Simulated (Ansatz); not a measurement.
# Ti3C2: the cost of one run

Method: DFT PBEsol, scalar-relativistic, plane waves, PAW, in Ansatz 0.2.0.

1 further run of the same task is left out (set aside as unsound or not needed).

## Step 1: Starting point

It takes space group P6_3/mmc (No. 194, hexagonal). The conventional cell has a = 3.042 Å, b = 3.042 Å, c = 14.985 Å, α = 90.00°, β = 90.00°, γ = 120.00°. Ti (site symmetry 3m) has 3 C at 2.05 Å in its first shell of neighbours. Ti (site symmetry -3m) has 6 C at 2.18 Å in its first shell of neighbours. C (site symmetry 3m) is surrounded by 6 Ti at 2.05 to 2.18 Å.

Coordinates:

```xyz
10
Lattice="3.0421 0.0000 0.0000 -1.5210 2.6345 0.0000 0.0000 0.0000 14.9846" Properties=species:S:1:pos:R:3 pbc="T T T"
Ti    0.0000    1.7564   12.6439
Ti    1.5210    0.8782    5.1516
Ti    1.5210    0.8782    2.3407
Ti    0.0000    1.7564    9.8331
Ti    0.0000    0.0000    0.0000
Ti    0.0000    0.0000    7.4923
C     1.5210    0.8782   13.7017
C     0.0000    1.7564    6.2094
C     1.5210    0.8782    8.7753
C     0.0000    1.7564    1.2830
```

It goes back to an entry of the Materials Project, which need not be the stable form.

It is the result of an earlier relaxation at this level (volume 12.01 Å³/atom; gap on the mesh: none (metal)).

## Step 2: Electronic structure at the relaxed geometry

input.yaml reads:

```yaml
crystal:
  lattice:
    - [3.0420899491, 0.0, 0.0]
    - [-1.5210449746, 2.6345271765, 0.0]
    - [0.0, 0.0, 14.9846493651]
  atoms:
    - { symbol: Ti, position: [0.3333333333, 0.6666666667, 0.843791465] }
    - { symbol: Ti, position: [0.6666666667, 0.3333333333, 0.343791465] }
    - { symbol: Ti, position: [0.6666666667, 0.3333333333, 0.156208535] }
    - { symbol: Ti, position: [0.3333333333, 0.6666666667, 0.656208535] }
    - { symbol: Ti, position: [0.0, 0.0, 0.0] }
    - { symbol: Ti, position: [0.0, 0.0, 0.5] }
    - { symbol: C, position: [0.6666666667, 0.3333333333, 0.9143810442] }
    - { symbol: C, position: [0.3333333333, 0.6666666667, 0.4143810442] }
    - { symbol: C, position: [0.6666666667, 0.3333333333, 0.5856189558] }
    - { symbol: C, position: [0.3333333333, 0.6666666667, 0.0856189558] }
basis:
  ecutwfc: 420
kpoints:
  mp_grid: { grid: [12, 12, 4] }
  band_path:
    path:
      - [[0.0, 0.0, 0.0], [0.5, 0.0, 0.0], [0.33333333, 0.33333333, 0.0], [0.0, 0.0, 0.0], [0.0, 0.0, 0.5], [0.5, 0.0, 0.5], [0.33333333, 0.33333333, 0.5], [0.0, 0.0, 0.5]]
      - [[0.5, 0.0, 0.5], [0.5, 0.0, 0.0]]
      - [[0.33333333, 0.33333333, 0.5], [0.33333333, 0.33333333, 0.0]]
    npoints: 14
hamiltonian:
  xc: pbesol
scf:
  occupations: { method: gaussian, width: 0.1 }
  n_extra_bands: 25
output:
  forces: true
  stress: true
  eigenvalues: true
  populations: true
  dos: { projected: true, de: 0.02, nscf_kmesh: { grid: [18, 18, 6] } }
  bader: true
  write_density: true
  write_potential: true
  elf: true
  volumetric_format: npy
```

Started as:

```
$ ansatz run input.yaml --threads 2 --pin off --max-ram 5120MiB --backend cpu --events-out ev --progress --plain --runs-dir out
```

Q: Estimate wall time and peak memory on 2 threads of Arm Neoverse V2, shared host.

About 80 s, with a peak of 0.93 GiB.
